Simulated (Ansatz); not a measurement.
# SrCaTe2: the band gap up the ladder of functionals

The task here is to estimate one member of a computed series from the others.

Program: Ansatz 0.2.0. PAW datasets, plane waves. The cell comes from a prototype generator: it can be a known phase or a hypothetical one. Spin polarisation is off.

### The structure to begin with

The cell was relaxed beforehand with r2SCAN.

Space group R-3m (No. 166), trigonal; conventional cell a = 4.626 Å, c = 22.677 Å, 35.02 Å³ an atom. Around Ca lie 6 Te at 3.22 Å; around Sr lie 6 Te at 3.33 Å; around Te lie 3 Ca at 3.22 Å and 3 Sr at 3.33 Å.

Structure file:

```xyz
4
Lattice="2.3130 1.3354 7.5590 -2.3130 1.3354 7.5590 0.0000 -2.6708 7.5590" Properties=species:S:1:pos:R:3 pbc="T T T"
Ca    2.3130    1.3354    7.5590
Sr    0.0000    0.0000   11.3385
Te    0.0000    0.0000    5.7657
Te    0.0000    0.0000   16.9112
```

Set-up of the first run:

The input, input.yaml:

```yaml
crystal:
  lattice:
    - [2.3129611684, 1.3353887533, 7.5589775398]
    - [-2.3129611684, 1.3353887533, 7.5589775398]
    - [0.0, -2.6707775063, 7.5589775399]
  atoms:
    - { symbol: Ca, position: [1.0, 0.0, 0.0] }
    - { symbol: Sr, position: [0.5, 0.5, 0.5] }
    - { symbol: Te, position: [0.2542541293, 0.2542541293, 0.2542541293] }
    - { symbol: Te, position: [0.7457458707, 0.7457458707, 0.7457458707] }
kpoints:
  mp_grid: { grid: [6, 6, 6] }
  band_path:
    path:
      - [[0.0, 0.0, 0.0], [0.5, 0.5, 0.5], [0.812526879863, 0.187473120137, 0.5]]
      - [[0.5, -0.187473120137, 0.187473120137], [0.5, -1.297285338428e-16, -3.451381012885e-17], [0.0, 0.0, 0.0], [0.3437365600685, -0.3437365600685, -1.10832786098e-17]]
      - [[0.6562634399315, -8.327920184978e-17, 0.3437365600685], [0.5, 1.101185189604e-17, 0.5], [0.0, 0.0, 0.0]]
    npoints: 10
hamiltonian:
  xc: pbe
scf:
  occupations: { method: fermi_dirac, width: 0.02 }
  n_extra_bands: 5
output:
  forces: true
  stress: true
  eigenvalues: true
```

Started as:

```bash
$ ansatz run input.yaml --threads 2 --pin off --max-ram 2211MiB --backend cpu --events-out ev --progress --plain --runs-dir out
```

Steps of the session up to this table: Band structure with PBE; r2SCAN at the same geometry; Single point with HSE06; Single point with PBE+SOC; G0W0 on PBE; Single point with PBE0.

One of the session's tables, all rows but one given; the rest of the session is left out.

| level | gap (eV) |
| --- | --- |
| PBE | 1.64 |
| r2SCAN | 2.05 |
| HSE06 | 2.39 |
| PBE+SOC | 1.37 |
| G0W0@PBE (418 empty bands) | 2.86 |
| PBE0 | ? |

Estimate the missing values for PBE0.

**Answer.** gap (eV): 3.04. In the column «gap (eV)» it is the highest.

Meshes: PBE 6×6×6, r2SCAN 6×6×6, HSE06 4×4×4, PBE+SOC 6×6×6, PBE0 4×4×4

In words: The gap runs from 1.37 eV (PBE+SOC) to 3.04 eV (PBE0). PBE reaches 57 % of the G0W0@PBE value, and r2SCAN 72 %. PBE0 lies 0.65 eV above HSE06, which differs from it by screening the long-range exchange. G0W0 here is at a finite number of bands, screening cutoff and k mesh, not at the basis limit.

Limits of these values: Warnings in the runs' records: stress scf threshold loose, stress exchange threshold loose.
